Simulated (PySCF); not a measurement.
# Cs2+: bond curves at several levels of theory

What are the lowest state that PBE0 finds, the bond length, vibrational wavenumber and bond energy of Cs2+, and how much do these hang on the method?

The runs use PySCF 2.14.0; Cs def2-SVP with ECP46, scalar-relativistic core potentials.

**1. The job**

Settings of the job:

```yaml
atoms: Cs, Cs
charge: 1
basis: Cs def2-SVP with ECP46
Hamiltonian: scalar-relativistic core potentials
basis_functions: 48
electrons_treated: 17
masses_in_u: 132.9054, 132.9054
levels: PBE0, PBE, r²SCAN, M06-2X, revPBE, M06-L, HF, MP2, SCS-MP2, CCSD, CCSD(T)
grid: 80 radial by 434 angular points
occupations: held fixed by the projection of orbital angular momentum
dissociation_limit: Cs+ + Cs, each in its ground configuration
starting_distance_in_angstrom: 4.510
values_of_2S_to_try: 1, 3
```

The run is started by

```
> OMP_NUM_THREADS=1 python dia.py task.json out
```

The runs that follow: The PBE0 curve of the state that the search chose; Excited determinants; PBE (GGA); r²SCAN; M06-2X; revPBE (GGA); M06-L (meta-GGA); UHF; Correlated methods on the Hartree–Fock reference.

Before running it: what results should come out? Wanted: for each run, Re; ωe; De.

As calculated:

Lowest PBE0 solution found, without spin–orbit coupling: ²Σg⁺ (doublet), unpaired electrons σ ↑. State 2 has its PBE0 minimum 1.60 eV higher. The other levels ran on the lowest alone.

```
      level  Re (Å)  ωe (cm⁻¹)  De (eV)
        UHF   5.820       27.8     0.62
    UHF-MP2   5.530       29.3     0.62
UHF-SCS-MP2   5.582       29.1     0.63
   UHF-CCSD   5.513       29.5     0.63
UHF-CCSD(T)   5.504       29.5     0.63
        PBE   5.488       25.9     0.73
     revPBE   5.586       25.4     0.73
     r²SCAN   5.437       29.4     0.68
       PBE0   5.483       27.8     0.71
```

De is counted to Cs+ + Cs in their ground configurations. No constants: M06-L (fits of two degrees disagree); M06-2X (fits of two degrees disagree).

What this shows: The methods spread over 0.383 Å in bond length, from r²SCAN to UHF. CCSD(T) can't serve as the judge here: for a weak bond in this basis it is far from its limit. Of the levels with a De here, UHF gives the least (0.62 eV) and PBE the most (0.73 eV).

Spin–orbit coupling is left out. With spin–orbit coupling the term label itself may not hold.
